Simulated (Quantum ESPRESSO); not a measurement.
# TaTe in Quantum ESPRESSO: convergence with k mesh

Crystal: TaTe.

```
Ta Te
1.0
     3.42009    0.00000    0.00000
     0.00000    3.42009    0.00000
     0.00000    0.00000    3.42009
Ta Te
1 1
Direct
  0.50000 0.50000 0.50000
  0.00000 0.00000 0.00000
```

The cell was built by a generator and needn't be a form met in nature.

```yaml
Program: Quantum ESPRESSO 7.5
Task: single point
Functional: r2SCAN
Potentials_or_basis: SG15 PBE 1.2
Cutoff: 1020 eV
Density_cutoff: 4082 eV
k_mesh: 1 × 1 × 1
Occupations: gaussian, width 0.1 eV
Spin: no spin polarisation
```

These are the settings of the first run; the series varies k mesh, with any setting tied to it.

Hardware: 1 thread of Arm Neoverse V1, on a shared host.

| k mesh | energy less the tightest run, at zero smearing (meV/atom) | pressure (GPa) | SCF cycles | CPU time (s) | peak memory (GiB) |
| --- | --- | --- | --- | --- | --- |
| 1 × 1 × 1 | 4751.91 | 22.47 | 14 | 5.2 | 0.05 |
| 2 × 2 × 2 | 361.59 | -7.44 | 11 | 31 | 0.06 |
| 3 × 3 × 3 | 189.93 | -3.57 | 11 | 55 | 0.07 |
| 4 × 4 × 4 | -58.98 | -5.77 | 13 | 160 | 0.1 |
| 5 × 5 × 5 | -17.71 | -5.57 | 11 | 240 | 0.14 |
| 6 × 6 × 6 | 0.00 | -5.60 | 11 | 430 | 0.2 |
| 7 × 7 × 7 | timed out after 550 s | - | - | - | - |
| 8 × 8 × 8 | timed out after 550 s | - | - | - | - |
| 10 × 10 × 10 | timed out after 550 s | - | - | - | - |

Against the tightest run, the pressure stays within 0.1 GPa from 5 × 5 × 5 on. Not settled before the last step: the energy (to 1 meV/atom). Meshes of other sizes hit other points, so gaps and Fermi surfaces needn't settle smoothly. The tightest run that finished is the yardstick and may itself not be fully converged.

Caveat, for the tightest run too: the k mesh is coarse; the potentials were made for another functional, which shifts forces and pressure. Spin-orbit coupling is left out, which matters for the levels of Ta, Te.
